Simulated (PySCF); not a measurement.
# C6H4F2O: circular dichroism and optical rotation, excited states, first hyperpolarisability

Aim: compute the circular dichroism and optical rotation, excited states, first hyperpolarisability of C6H4F2O (`COC(F)=C=C=C=CF`).

Programs: PySCF 2.14.0, with routines of our own; each step states its level. All values are computed. Atoms count from 0.

## Step 1: The system as given

13 atoms, charge 0, multiplicity 1; geometry from: GFN2-xTB.

## Step 2: Relaxing the molecule at PBE0-D3(BJ)/def2-SVP

What the job is given:

```
{"job": {"xc": "PBE0", "basis": "def2-SVP", "d3": "d3bj", "grid": 2, "kind": "geom"}, "charge": 0, "multiplicity": 1}
C     -2.441772     0.354042    -0.136305
O     -2.304297    -0.412487    -1.311921
C     -1.051131    -0.760728    -1.635166
F     -1.050168    -1.492158    -2.759987
C      0.064741    -0.463255    -1.007155
C      1.125592    -0.194992    -0.368260
C      2.190326     0.111828     0.252860
C      3.277448     0.380580     0.922660
F      3.746238    -0.422458     1.898883
H     -3.505638     0.552240    -0.029775
H     -2.073213    -0.195886     0.734763
H     -1.890388     1.295486    -0.218167
H      3.907873     1.248274     0.778592
```

The run is started by

```
$ OMP_NUM_THREADS=1 python excited_run.py task.json out
```

The driver reads the jobs from task.json and runs them one after another.

The log of the run:

```text
step   0  E = -504.88060877  max force = 0.022596
step   1  E = -504.88232706  max force = 0.006031
step   2  E = -504.88217072  max force = 0.009425
step   3  E = -504.88253711  max force = 0.006464
step   4  E = -504.88278178  max force = 0.002453
step   5  E = -504.88286506  max force = 0.001529
step   6  E = -504.88289494  max force = 0.002104
step   7  E = -504.88292017  max force = 0.003145
step   8  E = -504.88294798  max force = 0.001252
step   9  E = -504.88295591  max force = 0.000289
optimisation converged
```

It took 86 s on 1 thread of Intel Xeon Platinum 8488C, shared host; peak memory 0.72 GiB.

Step by step: (the energy doesn't fall at every step)

| step | energy from step 0 (eV) | largest force component (eV/Å) |
| --- | --- | --- |
| 0 | 0.0000 | 1.1619 |
| 1 | -0.0468 | 0.3101 |
| 2 | -0.0425 | 0.4847 |
| 3 | -0.0525 | 0.3324 |
| 4 | -0.0591 | 0.1261 |
| 5 | -0.0614 | 0.0786 |
| 6 | -0.0622 | 0.1082 |
| 7 | -0.0629 | 0.1617 |
| 8 | -0.0637 | 0.0644 |
| 9 | -0.0639 | 0.0149 |

Close pairs (by a distance rule), those that changed most:

| bond | before (Å) | after (Å) | change (Å) |
| --- | --- | --- | --- |
| C2–F3 | 1.342 | 1.315 | -0.027 |
| O1–C2 | 1.340 | 1.319 | -0.021 |
| C7–F8 | 1.348 | 1.331 | -0.017 |
| C7–H12 | 1.082 | 1.096 | +0.014 |
| C5–C6 | 1.270 | 1.283 | +0.013 |
| C2–C4 | 1.315 | 1.326 | +0.011 |
| C4–C5 | 1.267 | 1.277 | +0.010 |
| C6–C7 | 1.305 | 1.315 | +0.010 |

The next job starts from the end point, and lists it.

| at the end point | value |
| --- | --- |
| point group (found at 0.08 Å tolerance) | C1 |
| rotational constants (GHz, main isotopes) | 3.956, 0.561, 0.505 |
| dipole moment (D) | 2.79 |

## Step 3: Circular dichroism and optical rotation: TDDFT CAM-B3LYP/aug-cc-pVDZ

What the job is given:

```
{"job": {"kind": "ecd", "xc": "CAM-B3LYP", "basis": "aug-cc-pVDZ", "nstates": 12}, "charge": 0, "multiplicity": 1}
C     -2.456699     0.407465    -0.071221
O     -2.336933    -0.350644    -1.258253
C     -1.121742    -0.726008    -1.609115
F     -1.176618    -1.423932    -2.722446
C      0.019948    -0.473533    -0.983766
C      1.116729    -0.235033    -0.373701
C      2.219417     0.002597     0.238579
C      3.358121     0.291186     0.829306
F      3.908830    -0.472524     1.769897
H     -3.524759     0.618388     0.053321
H     -2.079976    -0.161398     0.793522
H     -1.892081     1.349814    -0.152554
H      3.965885     1.177578     0.612433
```

Method: TDDFT CAM-B3LYP/aug-cc-pVDZ circular dichroism and optical rotation, one conformer, gas phase.

The log of the run:

```text
coarse grid: 12256 points
cycle   1  E = -505.4986642689  dE =  1.886e+00  |g| = 8.125e-01  |ddm| = 1.770e+01
cycle   2  E = -505.4492002507  dE =  4.946e-02  |g| = 1.016e+00  |ddm| = 5.306e+00
cycle   3  E = -505.6327796570  dE = -1.836e-01  |g| = 7.867e-02  |ddm| = 2.847e+00
cycle   4  E = -505.6336597112  dE = -8.801e-04  |g| = 5.927e-02  |ddm| = 5.815e-01
cycle   5  E = -505.6346269722  dE = -9.673e-04  |g| = 1.512e-02  |ddm| = 2.279e-01
cycle   6  E = -505.6347004404  dE = -7.347e-05  |g| = 7.497e-03  |ddm| = 5.644e-02
cycle   7  E = -505.6347176766  dE = -1.724e-05  |g| = 1.592e-03  |ddm| = 3.039e-02
cycle   8  E = -505.6347207238  dE = -3.047e-06  |g| = 9.852e-04  |ddm| = 1.688e-02
final grid: 123152 points
cycle   9  E = -505.6507507142  dE = -2.415e-05  |g| = 4.545e-03  |ddm| = 3.491e-01
cycle  10  E = -505.6507486447  dE =  2.070e-06  |g| = 5.827e-03  |ddm| = 3.062e-02
cycle  11  E = -505.6507544721  dE = -5.827e-06  |g| = 4.665e-04  |ddm| = 1.516e-02
cycle  12  E = -505.6507545132  dE = -4.109e-08  |g| = 1.949e-04  |ddm| = 2.165e-03
cycle  13  E = -505.6507545228  dE = -9.610e-09  |g| = 8.864e-05  |ddm| = 1.186e-03
cycle  14  E = -505.6507545247  dE = -1.973e-09  |g| = 1.802e-05  |ddm| = 4.600e-04
cycle  15  E = -505.6507545249  dE = -1.514e-10  |g| = 8.189e-06  |ddm| = 1.426e-04
converged SCF energy = -505.6507545249

Singlet excitations and rotatory strengths (1e-40 esu^2 cm^2)
state   eV       nm     f(len)   f(vel)    R(len)    R(vel)   main configurations
  1   3.2039   387.0  0.00011  0.00014    -0.086    -0.214   H->L 0.98
  2   4.1932   295.7  0.00026  0.00018     0.778     0.624   H-1->L+1 0.96
  3   4.5753   271.0  0.01525  0.01460     1.184     1.226   H->L+1 0.56, H-1->L 0.42
  4   5.6737   218.5  0.02840  0.02731    -8.326    -8.106   H->L+2 0.71
  5   5.9501   208.4  1.91908  1.86217    26.825    26.580   H-1->L 0.50, H->L+1 0.36
  6   6.2632   198.0  0.00082  0.00060    -0.629    -0.662   H-1->L+2 0.58, H-1->L+3 0.28
  7   6.4079   193.5  0.00820  0.00730    -9.410    -9.312   H->L+3 0.46, H->L+4 0.32
  8   6.4399   192.5  0.00087  0.00068     0.218     0.643   H-2->L 0.60, H-4->L 0.14, H->L+4 0.13
  9   6.4484   192.3  0.00094  0.00104    -1.876    -2.198   H->L+4 0.35, H->L+3 0.33, H-2->L 0.12
 10   6.6784   185.6  0.05271  0.05181     1.875     2.283   H->L+5 0.69
 11   6.8731   180.4  0.01426  0.01375    -1.778    -1.798   H-1->L+3 0.45, H-1->L+6 0.15, H-1->L+2 0.15
 12   7.0088   176.9  0.00095  0.00096     0.032    -0.221   H->L+6 0.74

Specific rotation (deg / (dm g/mL))
    nm     length   length(OI)   velocity    alpha(len)  alpha(vel)
  633.0      71.93      74.21      67.12      107.753    105.108
  589.3      85.50      88.24      79.22      108.868    106.190
  546.0     103.37     106.72      94.74      110.300    107.582
  436.0     184.89     191.68     150.24      116.760    113.862
```

Run time: 90 s. Hardware: 1 thread of Intel Xeon Platinum 8488C, shared host; peak memory 1.1 GiB.

Warnings kept with the result: wavelengths within 0.3 eV of the first excitation or beyond it are left out.

## Step 4: Excited states: TDA wB97X-D/def2-TZVP

Settings changed since step 3:

```diff
@@ -1,2 +1,2 @@
-{"job": {"kind": "ecd", "xc": "CAM-B3LYP", "basis": "aug-cc-pVDZ", "nstates": 12}, "charge": 0, "multiplicity": 1}
+{"job": {"kind": "states", "xc": "wB97X-D", "basis": "def2-TZVP", "tda": true, "soc": true, "nstates": 6, "ntriplets": 5, "nquad": 4}, "charge": 0, "multiplicity": 1}
 C     -2.456699     0.407465    -0.071221
```

Method: TDA wB97X-D/def2-TZVP excited states, vertical, gas phase, spin-orbit mean-field couplings.

The log of the run:

```text
coarse grid: 12256 points
cycle   1  E = -505.6790768513  dE =  1.880e+00  |g| = 8.883e-01  |ddm| = 4.976e+00
cycle   2  E = -505.6612340290  dE =  1.784e-02  |g| = 1.026e+00  |ddm| = 1.484e+00
cycle   3  E = -505.8276862965  dE = -1.665e-01  |g| = 7.494e-02  |ddm| = 9.204e-01
cycle   4  E = -505.8287623804  dE = -1.076e-03  |g| = 4.706e-02  |ddm| = 1.267e-01
cycle   5  E = -505.8293789801  dE = -6.166e-04  |g| = 1.527e-02  |ddm| = 6.389e-02
cycle   6  E = -505.8294653413  dE = -8.636e-05  |g| = 6.845e-03  |ddm| = 2.541e-02
cycle   7  E = -505.8294846384  dE = -1.930e-05  |g| = 2.107e-03  |ddm| = 9.719e-03
cycle   8  E = -505.8294910166  dE = -6.378e-06  |g| = 1.050e-03  |ddm| = 8.222e-03
final grid: 123152 points
cycle   9  E = -505.8278807478  dE = -2.415e-04  |g| = 1.093e-02  |ddm| = 1.749e-01
cycle  10  E = -505.8278773592  dE =  3.389e-06  |g| = 1.213e-02  |ddm| = 3.041e-02
cycle  11  E = -505.8278976462  dE = -2.029e-05  |g| = 9.363e-04  |ddm| = 1.487e-02
cycle  12  E = -505.8278978451  dE = -1.989e-07  |g| = 4.446e-04  |ddm| = 1.826e-03
cycle  13  E = -505.8278979035  dE = -5.835e-08  |g| = 1.791e-04  |ddm| = 6.399e-04
cycle  14  E = -505.8278979149  dE = -1.140e-08  |g| = 6.005e-05  |ddm| = 2.661e-04
cycle  15  E = -505.8278979180  dE = -3.081e-09  |g| = 2.940e-05  |ddm| = 1.600e-04
cycle  16  E = -505.8278979186  dE = -6.094e-10  |g| = 1.101e-05  |ddm| = 6.194e-05
converged SCF energy = -505.8278979186

Singlet excitations
state   eV       nm        f     d(h-e)  d(exc)  Lambda  PR(NTO)  |dmu|/D   mu/D   main configurations
  1   3.2861   377.3   0.00016   0.855   3.113   0.524   1.019    2.340    4.148   H->L 0.98
  2   4.2911   288.9   0.00025   0.882   3.156   0.497   1.021    2.196    2.966   H-1->L+1 0.98
  3   4.8475   255.8   0.01408   0.138   3.202   0.823   2.038    0.638    3.085   H->L+1 0.53, H-1->L 0.42
  4   6.4856   191.2   0.00032   0.810   2.633   0.460   1.118    2.086    4.000   H-2->L 0.76, H-4->L 0.17
  5   6.6637   186.1   2.75903   0.125   2.936   0.792   2.179                     H-1->L 0.43, H->L+1 0.34
  6   7.1686   173.0   0.00895   0.955   3.081   0.413   2.176                     H-3->L+1 0.48, H->L+2 0.41

Triplet excitations (Tamm-Dancoff)
state   eV     d(h-e)  d(exc)  Lambda  PR(NTO)   main configurations
  1   2.8168   0.083   2.827   0.830   1.747   H-1->L 0.70, H->L+1 0.27
  2   2.9816   0.051   2.924   0.824   1.713   H->L+1 0.70, H-1->L 0.27
  3   3.0176   0.855   3.098   0.525   1.013   H->L 0.98
  4   4.0491   0.879   3.141   0.496   1.015   H-1->L+1 0.98
  5   5.6770   0.100   2.221   0.779   1.322   H-3->L 0.84
S1 - T1 = 0.4693 eV

Spin-orbit couplings |<S|Hso|T>| (cm-1)
             T1       T2       T3       T4       T5
S0        0.577    0.703   13.325   10.662    1.292
S1        4.929    4.661    0.256    0.031    3.542
S2        5.304    5.112    0.232    0.093    3.268
S3        0.154    0.409    5.379    5.182    0.062
S4        5.952    2.919    0.524    0.054    8.641
S5        0.091    0.237    4.842    6.225    0.079
S6        2.111    1.501    0.537    0.244    4.185
T1 sublevels (cm-1): 0.000 0.008 0.022   radiative rates (1/s): 0.12 0.00315 0.00891
```

Run time: 67 s. Hardware: 1 thread of Intel Xeon Platinum 8488C, shared host; peak memory 1.2 GiB.

In short:

| quantity | value |
| --- | --- |
| S1 less T1 | 0.47 eV |

## Step 5: Excited states: TDDFT CAM-B3LYP/aug-cc-pVDZ

Settings changed since step 4:

```diff
@@ -1,2 +1,2 @@
-{"job": {"kind": "states", "xc": "wB97X-D", "basis": "def2-TZVP", "tda": true, "soc": true, "nstates": 6, "ntriplets": 5, "nquad": 4}, "charge": 0, "multiplicity": 1}
+{"job": {"kind": "states", "xc": "CAM-B3LYP", "basis": "aug-cc-pVDZ", "tpa": true, "nstates": 8, "nquad": 6, "ntriplets": 0}, "charge": 0, "multiplicity": 1}
 C     -2.456699     0.407465    -0.071221
```

Level: TDDFT CAM-B3LYP/aug-cc-pVDZ excited states, vertical, gas phase, two-photon moments by quadratic response.

The log of the run:

```text
coarse grid: 12256 points
cycle   1  E = -505.4986642689  dE =  1.886e+00  |g| = 8.125e-01  |ddm| = 1.770e+01
cycle   2  E = -505.4492002507  dE =  4.946e-02  |g| = 1.016e+00  |ddm| = 5.306e+00
cycle   3  E = -505.6327796570  dE = -1.836e-01  |g| = 7.867e-02  |ddm| = 2.847e+00
cycle   4  E = -505.6336597112  dE = -8.801e-04  |g| = 5.927e-02  |ddm| = 5.815e-01
cycle   5  E = -505.6346269722  dE = -9.673e-04  |g| = 1.512e-02  |ddm| = 2.279e-01
cycle   6  E = -505.6347004404  dE = -7.347e-05  |g| = 7.497e-03  |ddm| = 5.644e-02
cycle   7  E = -505.6347176766  dE = -1.724e-05  |g| = 1.592e-03  |ddm| = 3.039e-02
cycle   8  E = -505.6347207238  dE = -3.047e-06  |g| = 9.852e-04  |ddm| = 1.688e-02
final grid: 123152 points
cycle   9  E = -505.6507507142  dE = -2.415e-05  |g| = 4.545e-03  |ddm| = 3.491e-01
cycle  10  E = -505.6507486447  dE =  2.070e-06  |g| = 5.827e-03  |ddm| = 3.062e-02
cycle  11  E = -505.6507544721  dE = -5.827e-06  |g| = 4.665e-04  |ddm| = 1.516e-02
cycle  12  E = -505.6507545132  dE = -4.109e-08  |g| = 1.949e-04  |ddm| = 2.165e-03
cycle  13  E = -505.6507545228  dE = -9.610e-09  |g| = 8.864e-05  |ddm| = 1.186e-03
cycle  14  E = -505.6507545247  dE = -1.973e-09  |g| = 1.802e-05  |ddm| = 4.600e-04
cycle  15  E = -505.6507545249  dE = -1.514e-10  |g| = 8.189e-06  |ddm| = 1.426e-04
converged SCF energy = -505.6507545249

Singlet excitations
state   eV       nm        f     d(h-e)  d(exc)  Lambda  PR(NTO)  |dmu|/D   mu/D   delta(TPA)   sigma/GM   main configurations
  1   3.2039   387.0   0.00011   0.864   3.143   0.521   1.043    2.382    4.190        0.44      0.002   H->L 0.98
  2   4.1932   295.7   0.00026   0.861   3.204   0.484   1.016    2.008    2.942        0.34      0.002   H-1->L+1 0.96
  3   4.5755   271.0   0.01525   0.217   3.287   0.799   2.067    0.802    3.198       77.65      0.596   H->L+1 0.56, H-1->L 0.42
  4   5.6737   218.5   0.02831   0.989   4.319   0.243   1.039    4.204    1.874       59.00      0.696   H->L+2 0.71
  5   5.9507   208.4   1.91970   0.215   3.182   0.722   2.277    0.796    2.602       65.49      0.850   H-1->L 0.50, H->L+1 0.36
  6   6.2633   198.0   0.00082   1.060   4.292   0.192   1.028    4.585    3.202       88.70      1.275   H-1->L+2 0.58, H-1->L+3 0.28
  7   6.4080   193.5   0.00820   0.824   4.911   0.242   1.117                                            H->L+3 0.46, H->L+4 0.32
  8   6.4400   192.5   0.00088   0.372   3.219   0.404   1.601                                            H-2->L 0.60, H-4->L 0.14, H->L+4 0.13
```

Run time: 62 s. Hardware: 1 thread of Intel Xeon Platinum 8488C, shared host; peak memory 1 GiB.

## Step 6: First hyperpolarisability: quadratic response CAM-B3LYP/aug-cc-pVDZ

Settings changed since step 5:

```diff
@@ -1,2 +1,2 @@
-{"job": {"kind": "states", "xc": "CAM-B3LYP", "basis": "aug-cc-pVDZ", "tpa": true, "nstates": 8, "nquad": 6, "ntriplets": 0}, "charge": 0, "multiplicity": 1}
+{"job": {"kind": "beta", "xc": "CAM-B3LYP", "basis": "aug-cc-pVDZ"}, "charge": 0, "multiplicity": 1}
 C     -2.456699     0.407465    -0.071221
```

Level: quadratic response CAM-B3LYP/aug-cc-pVDZ first hyperpolarisability, Taylor convention, gas phase.

The log of the run:

```text
coarse grid: 12256 points
cycle   1  E = -505.4986642689  dE =  1.886e+00  |g| = 8.125e-01  |ddm| = 1.770e+01
cycle   2  E = -505.4492002507  dE =  4.946e-02  |g| = 1.016e+00  |ddm| = 5.306e+00
cycle   3  E = -505.6327796570  dE = -1.836e-01  |g| = 7.867e-02  |ddm| = 2.847e+00
cycle   4  E = -505.6336597112  dE = -8.801e-04  |g| = 5.927e-02  |ddm| = 5.815e-01
cycle   5  E = -505.6346269722  dE = -9.673e-04  |g| = 1.512e-02  |ddm| = 2.279e-01
cycle   6  E = -505.6347004404  dE = -7.347e-05  |g| = 7.497e-03  |ddm| = 5.644e-02
cycle   7  E = -505.6347176766  dE = -1.724e-05  |g| = 1.592e-03  |ddm| = 3.039e-02
cycle   8  E = -505.6347207238  dE = -3.047e-06  |g| = 9.852e-04  |ddm| = 1.688e-02
final grid: 123152 points
cycle   9  E = -505.6507507142  dE = -2.415e-05  |g| = 4.545e-03  |ddm| = 3.491e-01
cycle  10  E = -505.6507486447  dE =  2.070e-06  |g| = 5.827e-03  |ddm| = 3.062e-02
cycle  11  E = -505.6507544721  dE = -5.827e-06  |g| = 4.665e-04  |ddm| = 1.516e-02
cycle  12  E = -505.6507545132  dE = -4.109e-08  |g| = 1.949e-04  |ddm| = 2.165e-03
cycle  13  E = -505.6507545228  dE = -9.610e-09  |g| = 8.864e-05  |ddm| = 1.186e-03
cycle  14  E = -505.6507545247  dE = -1.973e-09  |g| = 1.802e-05  |ddm| = 4.600e-04
cycle  15  E = -505.6507545249  dE = -1.514e-10  |g| = 8.189e-06  |ddm| = 1.426e-04
converged SCF energy = -505.6507545249

Lowest singlets (eV, f): 3.2039 0.0001  4.1932 0.0003  4.5755 0.0152

First hyperpolarisability (au)
process     nm      |vector|   parallel      HRS      DR
static         -      350.87      15.43     136.53   6.362
shg       1907.0      380.00      20.62     147.93   6.311
eope      1907.0      360.15      17.07          -       -
shg       1064.0      461.44      35.61     179.92   6.167
eope      1064.0      382.21      21.01          -       -
```

It took 48 s on 1 thread of Intel Xeon Platinum 8488C, shared host; peak memory 0.99 GiB.

## Step 7: Circular dichroism and optical rotation: TDDFT CAM-B3LYP/aug-cc-pVDZ in water

Settings changed since step 6:

```diff
@@ -1,2 +1,2 @@
-{"job": {"kind": "beta", "xc": "CAM-B3LYP", "basis": "aug-cc-pVDZ"}, "charge": 0, "multiplicity": 1}
+{"job": {"kind": "ecd", "xc": "CAM-B3LYP", "basis": "aug-cc-pVDZ", "nstates": 12, "solvent": "water"}, "charge": 0, "multiplicity": 1}
 C     -2.456699     0.407465    -0.071221
```

Method: TDDFT CAM-B3LYP/aug-cc-pVDZ circular dichroism and optical rotation, one conformer, IEF-PCM water (non-equilibrium linear response, no local-field factor).

The log of the run:

```text
coarse grid: 12256 points
cycle   1  E = -505.5113579442  dE =  1.873e+00  |g| = 7.978e-01  |ddm| = 1.771e+01
cycle   2  E = -505.4744774731  dE =  3.688e-02  |g| = 9.716e-01  |ddm| = 5.298e+00
cycle   3  E = -505.6404986716  dE = -1.660e-01  |g| = 6.392e-02  |ddm| = 2.799e+00
cycle   4  E = -505.6412762914  dE = -7.776e-04  |g| = 4.073e-02  |ddm| = 4.918e-01
cycle   5  E = -505.6417361097  dE = -4.598e-04  |g| = 1.164e-02  |ddm| = 1.987e-01
cycle   6  E = -505.6417838593  dE = -4.775e-05  |g| = 4.479e-03  |ddm| = 5.598e-02
cycle   7  E = -505.6417914208  dE = -7.562e-06  |g| = 1.751e-03  |ddm| = 2.130e-02
final grid: 123152 points
cycle   8  E = -505.6577929839  dE = -2.581e-05  |g| = 5.090e-03  |ddm| = 3.506e-01
cycle   9  E = -505.6577910883  dE =  1.896e-06  |g| = 6.312e-03  |ddm| = 3.546e-02
cycle  10  E = -505.6577983414  dE = -7.253e-06  |g| = 5.055e-04  |ddm| = 1.694e-02
cycle  11  E = -505.6577984182  dE = -7.683e-08  |g| = 2.075e-04  |ddm| = 2.588e-03
cycle  12  E = -505.6577984424  dE = -2.420e-08  |g| = 1.115e-04  |ddm| = 1.321e-03
cycle  13  E = -505.6577984478  dE = -5.393e-09  |g| = 3.786e-05  |ddm| = 7.748e-04
cycle  14  E = -505.6577984488  dE = -9.962e-10  |g| = 1.379e-05  |ddm| = 3.587e-04
converged SCF energy = -505.6577984488

Singlet excitations and rotatory strengths (1e-40 esu^2 cm^2)
state   eV       nm     f(len)   f(vel)    R(len)    R(vel)   main configurations
  1   3.1983   387.7  0.00014  0.00017    -0.212    -0.368   H->L 0.98
  2   4.2005   295.2  0.00032  0.00023     0.831     0.662   H-1->L+1 0.97
  3   4.5424   272.9  0.03472  0.03338     2.416     2.475   H->L+1 0.59, H-1->L 0.38
  4   5.6193   220.6  1.95924  1.90228     0.538     1.343   H-1->L 0.52, H->L+1 0.34
  5   5.7617   215.2  0.21349  0.20727    15.852    14.987   H->L+2 0.75
  6   6.3267   196.0  0.00308  0.00278     0.707     0.652   H-1->L+2 0.71, H-1->L+3 0.13
  7   6.4453   192.4  0.00231  0.00204    -1.483    -1.000   H-2->L 0.56, H-4->L 0.27
  8   6.4826   191.3  0.01384  0.01232   -10.542   -10.541   H->L+4 0.40, H->L+3 0.39
  9   6.6739   185.8  0.00389  0.00401     0.268     0.116   H->L+4 0.43, H->L+3 0.37
 10   6.7694   183.2  0.01980  0.01949    -0.447     0.023   H->L+5 0.67, H->L+6 0.10
 11   7.0296   176.4  0.02357  0.02221    -2.286    -2.217   H-3->L+1 0.32, H-1->L+3 0.29, H-1->L+6 0.12
 12   7.1574   173.2  0.00526  0.00506     5.816     5.499   H->L+6 0.66

Specific rotation (deg / (dm g/mL))
    nm     length   length(OI)   velocity    alpha(len)  alpha(vel)
  633.0      83.67      86.24      77.80      122.543    119.492
  589.3      99.74     102.84      92.10      124.068    120.974
  546.0     120.91     124.73     110.44      126.041    122.891
  436.0     210.11     217.99     167.65      135.124    131.720
```

Run time: 99 s. Hardware: 1 thread of Intel Xeon Platinum 8488C, shared host; peak memory 1.1 GiB.

Warnings kept with the result: wavelengths within 0.3 eV of the first excitation or beyond it are left out.

## Step 8: Outcome

| quantity | value |
| --- | --- |
| point group | C1 |
| rotational constants (main isotopes) | 3.96, 0.56, 0.51 GHz |
| state of largest rotatory strength (velocity form) among 12 (step 3, TDDFT CAM-B3LYP/aug-cc-pVDZ) | 5.95 eV, R = +26.6 (velocity), +26.8 (length) ·10⁻⁴⁰ esu² cm² |
| specific rotation at 633.0 nm (step 3, TDDFT CAM-B3LYP/aug-cc-pVDZ) | 67.1 (velocity), 71.9 (length) |
| S1 less T1 (step 4, TDA wB97X-D/def2-TZVP) | 0.47 eV |
| β vector (step 6, quadratic response CAM-B3LYP/aug-cc-pVDZ) | static 351, SHG 1907.0 nm 380, SHG 1064.0 nm 461 au |
| state of largest rotatory strength (velocity form) among 12 (step 7, TDDFT CAM-B3LYP/aug-cc-pVDZ in water) | 5.76 eV, R = +15.0 (velocity), +15.9 (length) ·10⁻⁴⁰ esu² cm² |
| specific rotation at 633.0 nm (step 7, TDDFT CAM-B3LYP/aug-cc-pVDZ in water) | 77.8 (velocity), 83.7 (length) |

In words: Relaxing lowered the energy by 0.064 eV in 9 steps; the close pair that moved most is C2–F3, from 1.342 to 1.315 Å. No frequency check was run at this level, so the end point may be a saddle. Rotations belong to one conformer and to the handedness of the start. In step 4, the number of triplets below S1 is 3, and the largest singlet-triplet spin-orbit coupling is S0–T3, 13.32 cm⁻¹. β grows from 351 au (static) to 461 au for doubling at 1064.0 nm: normal dispersion, which grows as twice the photon energy moves toward the bright states.
